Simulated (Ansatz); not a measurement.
# In16B: the cost of one run

Method: DFT PBEsol, plane waves, PAW, scalar-relativistic, no spin polarisation, in Ansatz 0.2.0.

**1. The starting structure**

The cell holds 17 atoms (BIn16): a = 6.430 Å, b = 6.430 Å, c = 9.864 Å, α = 90.00°, β = 90.00°, γ = 90.00°.

Its coordinates follow in the input file.

**2. Preparing the start**

Contents of input.yaml:

```yaml
accuracy: low
crystal:
  lattice:
    - [6.43, 0.0, 0.0]
    - [0.0, 6.43, 0.0]
    - [0.0, 0.0, 9.864]
  atoms:
    - { symbol: In, position: [0.0, 0.0, 0.0] }
    - { symbol: In, position: [0.5, 0.0, 0.0] }
    - { symbol: In, position: [0.0, 0.5, 0.0] }
    - { symbol: In, position: [0.0, 0.0, 0.5] }
    - { symbol: In, position: [0.25, 0.25, 0.25] }
    - { symbol: In, position: [0.5, 0.5, 0.0] }
    - { symbol: In, position: [0.5, 0.0, 0.5] }
    - { symbol: In, position: [0.75, 0.25, 0.25] }
    - { symbol: In, position: [0.0, 0.5, 0.5] }
    - { symbol: In, position: [0.25, 0.75, 0.25] }
    - { symbol: In, position: [0.25, 0.25, 0.75] }
    - { symbol: In, position: [0.5, 0.5, 0.5] }
    - { symbol: In, position: [0.75, 0.75, 0.25] }
    - { symbol: In, position: [0.75, 0.25, 0.75] }
    - { symbol: In, position: [0.25, 0.75, 0.75] }
    - { symbol: In, position: [0.75, 0.75, 0.75] }
    - { symbol: B, position: [0.2527918, 0.7518023, 0.0135428] }
basis:
  ecutwfc: 420.0
kpoints:
  mp_grid: { grid: [2, 2, 1] }
hamiltonian:
  xc: pbesol
scf:
  occupations: { method: fermi_dirac, width: 0.15 }
  lower_state_search: "off"
relax:
  f_tol: 0.08
  max_steps: 25
  adjacent_minimum: "off"
```

Command:

```console
$ ansatz run input.yaml --threads 2 --pin off --max-ram 5120MiB --backend cpu --events-out ev --progress --plain --runs-dir out
```

**Question.** How long does this run take on 2 threads of Arm Neoverse V2, shared host, and how much memory does it need?

About 17 s, with a peak of 0.91 GiB.
